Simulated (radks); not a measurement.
# Se⁴⁺ in [Ar] 3d10 4s2: an all-electron calculation

One table from this session's results is given with a row withheld; the runs are named, their logs left out.

The numbers are computed with radks (a radial shooting solver on a logarithmic mesh, Libxc functionals) version 1 (Dirac Kohn-Sham, LDA (Slater exchange, Perdew-Wang correlation), spin-unpolarised, spherical densities, point nucleus), except any that are marked as measured or tabulated.

**What is computed**

```
element       : selenium (Z = 34)
charge        : +4
electrons     : 30
configuration : [Ar] 3d10 4s2
```

The outer shells:

Se⁴⁺
```
[Ar] core
3d [↑↓][↑↓][↑↓][↑↓][↑↓]
4s [↑↓]
```

Set-up of the first run:

The run's settings:

```text
Z 34
configuration [Ar] 3d10 4s2
relativity Dirac
functional lda,pw
spin unpolarised
j_filling average
nucleus point
c 137.035999084
```

One of the session's tables, all rows but one given; the rest of the session is left out.

It belongs to the step «Radial structure». From the orbitals of this run (lengths in bohr):

| level | <r> | outermost maximum (interpolated) | 90 % within | nodes |
| --- | --- | --- | --- | --- |
| 1s1/2 | 0.04414 | 0.0288 | 0.0789 | 0 |
| 2s1/2 | 0.1960 | 0.165 | 0.303 | 1 |
| 2p1/2 | 0.1686 | 0.130 | 0.276 | 0 |
| 2p3/2 | ? | ? | ? | ? |
| 3s1/2 | 0.5744 | 0.503 | 0.857 | 2 |
| 3p1/2 | 0.5820 | 0.494 | 0.891 | 1 |
| 3p3/2 | 0.5926 | 0.503 | 0.907 | 1 |
| 3d3/2 | 0.6215 | 0.449 | 1.03 | 0 |
| 3d5/2 | 0.6256 | 0.452 | 1.04 | 0 |
| 4s1/2 | 1.585 | 1.42 | 2.30 | 3 |

Estimate the missing values for 2p3/2.

As computed: <r>: 0.1724; outermost maximum (interpolated): 0.133; 90 % within: 0.281; nodes: 0. In the column «<r>» it lies between 2p1/2 (0.1686) and 2s1/2 (0.1960).
